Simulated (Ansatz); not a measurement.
# CHf: the cost of one run

Method: def2-QZVPP, core rule «outside noble gas», up to 5 orbitals frozen; program: Ansatz 0.2.0, Gaussian basis.

To be run: UHF; ROHF; CCSD(T) on UHF.

## 1. The system

The geometry is a PBE0/def2-TZVP stationary point (not a proven minimum) of the parent state, kept for this charge and spin. No spin-orbit coupling is included. Elements past krypton take def2 core potentials.

2 atoms, charge 1, spin multiplicity 4.

Atoms are counted from 1 here; the program's logs count them from 0.

Bond lengths: Hf1–C2 2.077 Å.

## 2. UHF

in.yaml

```yaml
crystal:
  periodic: [false, false, false]
  atoms:
    - {symbol: Hf, position_ang: [0.000000, 0.000000, 0.000000]}
    - {symbol: C, position_ang: [0.000000, 0.000000, 2.077400]}
basis:
  gaussian: {orbitals: "def2-QZVPP.json"}
total_charge: 1
magnetization: {spin_polarized: true, initial_magnetization: 3}
hamiltonian: {xc: hf}
output: {orbitals: {seedname: orbitals}}
```

Command:

```console
$ ansatz run in.yaml --threads 1 --pin off --events-out ev --progress --plain --max-ram 2816MiB --backend cpu
```

What time and memory should one allow on 1 thread of AMD EPYC 7R13, shared host?

About 18 s, with a peak of 0.32 GiB.
